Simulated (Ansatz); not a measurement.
# C2H6Ge: one species, many methods

An exercise on one series of results from a longer session: the logs are not shown, and one member is left open.

Program: Ansatz 0.2.0, Gaussian basis. Level of theory: functionals in def2-TZVPP, the program's frozen cores in correlated methods. These are calculated values, not measurements.

The runs, in order: LDA (SPW92), PBE-D4, revPBE-D4, BLYP-D4, r2SCAN-D4, B97M-V, PBE0-D4, B3LYP-D4, r2SCANh-D4, r2SCAN0-D4, HSE06-D4, BHLYP-D4, CAM-B3LYP-D4, LC-ωPBE, ωB97X-V, ωB97M-V, B2PLYP, PBE-QIDH; CCSD(T)/def2-SVP; CCSD(T)/def2-TZVPP; MP2/def2-QZVPP; extrapolation to the limit; RPA on PBE.

## The geometry

The geometry comes from an earlier relaxation with PBE0-D4 in a triple-zeta def2 set; it is a stationary point, not always the lowest conformer.

9 atoms, charge 0, spin multiplicity 1.

Atoms are counted from 1 here; the program's logs count them from 0.

Bond lengths: C1–C2 1.327 Å, C1–H4 1.086 Å, C1–H5 1.087 Å, C2–Ge3 1.938 Å, C2–H6 1.088 Å, Ge3–H7 1.539 Å, Ge3–H8 1.538 Å, Ge3–H9 1.539 Å. Angles: C2–C1–H4 122.0°, C2–C1–H5 121.9°, H4–C1–H5 116.1°, C1–C2–Ge3 123.1°, C1–C2–H6 118.8°, Ge3–C2–H6 118.1°, C2–Ge3–H7 110.6°, C2–Ge3–H8 108.6°, C2–Ge3–H9 110.6°, H7–Ge3–H8 109.5°, H7–Ge3–H9 108.0°, H8–Ge3–H9 109.5°.

Set-up of the first run:

The input, in.yaml:

```yaml
crystal:
  periodic: [false, false, false]
  atoms:
    - {symbol: C, position_ang: [-0.771401, 0.825445, -1.091141]}
    - {symbol: C, position_ang: [0.063860, 0.755049, -0.061888]}
    - {symbol: Ge, position_ang: [0.543391, -0.913917, 0.798726]}
    - {symbol: H, position_ang: [-1.239228, -0.059102, -1.514401]}
    - {symbol: H, position_ang: [-1.026998, 1.772127, -1.559635]}
    - {symbol: H, position_ang: [0.503131, 1.673927, 0.320650]}
    - {symbol: H, position_ang: [2.061773, -1.150765, 0.712597]}
    - {symbol: H, position_ang: [-0.196937, -2.060911, 0.091120]}
    - {symbol: H, position_ang: [0.150911, -0.888253, 2.286772]}
basis:
  gaussian: {orbitals: def2-TZVPP}
hamiltonian: {xc: lda}
output: {orbitals: {seedname: orbitals}}
```

Among the steps run: LDA; PBE-D4 (GGA); revPBE-D4 (GGA); BLYP-D4 (GGA); r2SCAN-D4 (meta-GGA); B97M-V (meta-GGA); PBE0-D4 (hybrid); B3LYP-D4 (hybrid); r2SCANh-D4 (hybrid); r2SCAN0-D4 (hybrid); HSE06-D4 (hybrid); BHLYP-D4 (hybrid); CAM-B3LYP-D4 (range-separated); LC-ωPBE-D4 (range-separated; the results give it without D4); ωB97X-V (range-separated); ωB97M-V (range-separated); B2PLYP (double hybrid); PBE-QIDH (double hybrid).

One table of the session follows, with a row left open; its other results are not shown here.

It belongs to the step «Frontier levels by functional». 

```
  functional  HOMO (eV)  gap (eV)
 LDA (SPW92)      -6.97      5.43
      PBE-D4      -6.82      5.49
   revPBE-D4      -6.76      5.52
     BLYP-D4      -6.65      5.46
   r2SCAN-D4      -7.03      5.93
      B97M-V      -7.05      5.97
     PBE0-D4      -7.94      7.64
    B3LYP-D4      -7.71      7.18
  r2SCANh-D4      -7.46      6.72
  r2SCAN0-D4      -8.09      7.90
    HSE06-D4      -7.54      6.85
    BHLYP-D4      -8.89      9.70
CAM-B3LYP-D4      -9.26     10.12
     LC-ωPBE     -10.68     12.72
     ωB97X-V          ?         ?
     ωB97M-V     -10.17     11.99
```

Q: Estimate the row for ωB97X-V from the others.

The run gave: HOMO (eV): -10.28; gap (eV): 12.23. In the column «HOMO (eV)» it lies between LC-ωPBE (-10.68) and ωB97M-V (-10.17).
